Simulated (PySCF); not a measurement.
# CuH6N2 ([Cu(NH3)2]2+): the cost of one run

Computed with PySCF 2.14.0 and routines of our own; the level stands in each step. Atoms count from 0.

## 1. The system as given

9 atoms, charge 2, states of the metal's open shell are computed; geometry from: model geometry, bond lengths from ionic radii.

## 2. Ligand-field states: state-averaged CASSCF

The job: settings as JSON, then the geometry in Å.

```
{"job": {"kind": "lf", "basis": {"metal": "x2c-TZVPall", "ligand": "x2c-SVPall"}, "nevpt": true}, "charge": 2, "metal": "Cu", "open_shell": "d9"}
Cu     0.000000     0.000000     0.000000
N      0.000000     0.000000     1.920000
H      0.942357     0.000000     2.310337
H     -0.471179     0.816105     2.310337
H     -0.471179    -0.816105     2.310337
N      0.000000     0.000000    -1.920000
H     -0.942357     0.000000    -2.310337
H      0.471179     0.816105    -2.310337
H      0.471179    -0.816105    -2.310337
```

Method: state-averaged CASSCF of the metal d shell, SC-NEVPT2 on the averaged canonical orbitals, state-interaction spin-orbit coupling.

The run is started by

```sh
$ OMP_NUM_THREADS=1 python lf_run.py task.json out
```

The driver reads the jobs from task.json and runs them one after another.

Q: Estimate the wall time and peak memory of this first job on 1 thread of Intel Xeon 6975P-C, shared host.

About 2 s, with a peak of 0.26 GiB.
